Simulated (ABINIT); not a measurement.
The system is CSe2.

```
CELL_PARAMETERS angstrom
3.56977 -2.99478 0.00000
3.56977 2.99478 0.00000
0.00000 0.00000 9.46265
ATOMIC_POSITIONS crystal
Se 0.21242 0.78758 0.87938
Se 0.78758 0.21242 0.12061
Se 0.28758 0.71242 0.37938
Se 0.71242 0.28758 0.62062
C 0.00000 0.00000 0.00000
C 0.50000 0.50000 0.50000
```

The cell comes from a database or a generator and needn't be the stable form of this composition.

```yaml
Program: ABINIT 10.8.3 (patched build)
Task: single point
Functional: PBE
Potentials_or_basis: JTH PAW PBE v2.0
Cutoff: 517 eV
k_mesh: 6 × 6 × 3
Occupations: fermi-dirac, width 0.05 eV
Spin: no spin polarisation
```

On this cell: pressure 0.3 GPa; largest force 0.030 eV/Å; band gap on the k mesh 2.35 eV, indirect (least direct gap 2.46 eV).

The same run follows on a disturbed copy (atoms moved at random, drawn with an rms of 0.05 Å):

```
CELL_PARAMETERS angstrom
3.56977 -2.99478 0.00000
3.56977 2.99478 0.00000
0.00000 0.00000 9.46265
ATOMIC_POSITIONS crystal
Se 0.21687 0.78520 0.88523
Se 0.79281 0.20972 0.11748
Se 0.29851 0.72139 0.37651
Se 0.71529 0.28240 0.61915
C 0.00182 0.98463 0.99933
C 0.49675 0.50484 0.49341
```

Question: What does the disturbed cell give?

Answer: The energy moves by +32.2 meV/atom; pressure 1.2 GPa; largest force 3.514 eV/Å; band gap on the k mesh 2.37 eV, indirect (least direct gap 2.50 eV).

Forces in eV/Å, atoms in the order of the input:
```
Se  -0.031 -1.978 -1.740
Se  -0.116 -0.030  0.015
Se   0.001  1.163 -1.041
Se  -0.018  1.452 -1.296
C    0.146  2.019  1.726
C    0.018 -2.625  2.336
```

Stress tensor (GPa, compression positive):
```
 0.37 -0.04 -0.10
-0.04  1.89  2.04
-0.10  2.04  1.42
```

Caveats: an odd mesh through Γ misses points on the zone boundary, where band edges often lie; the atomic spheres overlap.
